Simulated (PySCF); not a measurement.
# RuO2: relaxation and vibrations of the singlet

Aim: relax RuO2 as a singlet from a PBE0 minimum start, check by its vibrations whether the end is a minimum, and collect its spectrum and constants.

Computed with PySCF 2.14.0. Level: PBE0, basis Ru def2-TZVP with ECP28, O def2-TZVP, scalar-relativistic core potentials, no spin–orbit coupling, density fitting.

### 1 Where the work starts

3 atoms, charge 0, spin multiplicity 1.

Bond lengths: Ru1–O2 1.659 Å, Ru1–O3 1.659 Å. Angles: O2–Ru1–O3 153.4°.

Z-matrix (Å, degrees; charge 0 multiplicity 1):
```
Ru
O  1 1.6585
O  1 1.6585 2 153.39
```

### 2 The SCF at the typed geometry

The steps below are one call of a driver around PySCF. For each, scf.py gives the equivalent set-up of the SCF; relaxations use the driver's own optimiser. After this first run the driver tries any further starts and a stability analysis.

Contents of scf.py:

```python
from pyscf import gto, scf, dft
mol = gto.M(atom='''
Ru     0.000000     0.000000    -0.091188
O      1.613993    -0.000000     0.290481
O     -1.613993     0.000000     0.290481''',
    basis={'Ru': 'def2-TZVP', 'O': 'def2-TZVP'},
    ecp={'Ru': 'def2-TZVP'},
    charge=0, spin=0)
mf = dft.RKS(mol, xc='PBE0')
mf.grids.atom_grid = (50, 194)
aux = {'Ru': 'def2-universal-JKFIT', 'O': 'def2-universal-JKFIT'}
mf = mf.density_fit(auxbasis=aux)
mf.conv_tol = 1e-08
mf.diis_space = 10
mf.max_cycle = 60
mf.init_guess = 'minao'
mf.verbose = 4
mf.kernel()
```

Run with:

```
$ OMP_NUM_THREADS=2 python axn.py task.json out
```

The runs that follow: Relaxation: PBE0 minimum start, singlet; Frequencies; The broken-symmetry singlet; Hessian and properties.

Q: Predict the outcome of this session. Wanted: minimum; geometry; wavenumbers; dipole moment; highest occupied, lowest empty level; polar-tensor charge of Ru1; zero-point energy; atomisation energy; ⟨S²⟩.

As calculated:

| quantity | value |
| --- | --- |
| minimum | broken-symmetry (Ms = 0), C2v |
| geometry | Ru–O 1.659 Å (×2); O–Ru–O 151.4° |
| wavenumbers (cm⁻¹) | 212 (a1), 1002 (b2), 1038 (a1) |
| dipole moment | 1.80 D |
| highest occupied, lowest empty level (either spin) | -7.82, -4.21 eV |
| polar-tensor charge of Ru1 | +1.73 e |
| zero-point energy | 13.5 kJ/mol |
| entropy at 298.15 K | 264.7 J/(mol K) |
| atomisation energy (no zero-point energy) | 931 kJ/mol |
| ⟨S²⟩ | 0.263 |

**Reading.** The molecule stays C2v, as typed, and the end point is a minimum. The strongest infrared band lies at 1002 cm⁻¹ (b2, stretch). Only this shape and spin were tried, so other structures or states may lie lower. The determinant is spin-contaminated (⟨S²⟩ = 0.26, pure value 0.00).
